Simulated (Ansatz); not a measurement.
# BeSe: the cost of one run

The runs use Ansatz 0.2.0, Gaussian basis; the settings change from run to run.

20 further runs of the same task are left out: 9 for a known fault of the program, 6 that didn't finish, 5 set aside as unsound or not needed. Runs told in other sessions of the task aren't counted.

## Step 1: The geometry

The geometry is a PBE0/def2-TZVPD stationary point (not a proven minimum) of the parent state, kept for this charge and spin. No spin-orbit coupling is included. The filled d shell of Se may be among the frozen orbitals whatever the setting's name suggests.

2 atoms, charge 0, spin multiplicity 1.

Atoms are counted from 1 here; the program's logs count them from 0.

Bond lengths: Se1–Be2 1.949 Å.

## Step 2: BCCD(T)/aug-cc-pVDZ

The input, in.yaml:

```yaml
crystal:
  periodic: [false, false, false]
  atoms:
    - {symbol: Se, position_ang: [0.000000, 0.000000, 0.000000]}
    - {symbol: Be, position_ang: [0.000000, 0.000000, 1.948600]}
basis:
  gaussian: {orbitals: aug-cc-pVDZ}
magnetization: {spin_polarized: true, initial_magnetization: 0}
hamiltonian: {xc: {name: PBE0}}
correlation: {method: bccd_t, electrons: outside_noble_gas, diis_vectors: 4}
accuracy: high
output: {forces: true}
```

Run with:

```sh
$ ansatz run in.yaml --threads 1 --pin off --events-out ev --progress --plain --max-ram 2393MiB
```

**Question.** How long does this run take on 1 thread of AMD EPYC 9B14, shared host, and how much memory does it need?

About 26 s, with a peak of 0.41 GiB.
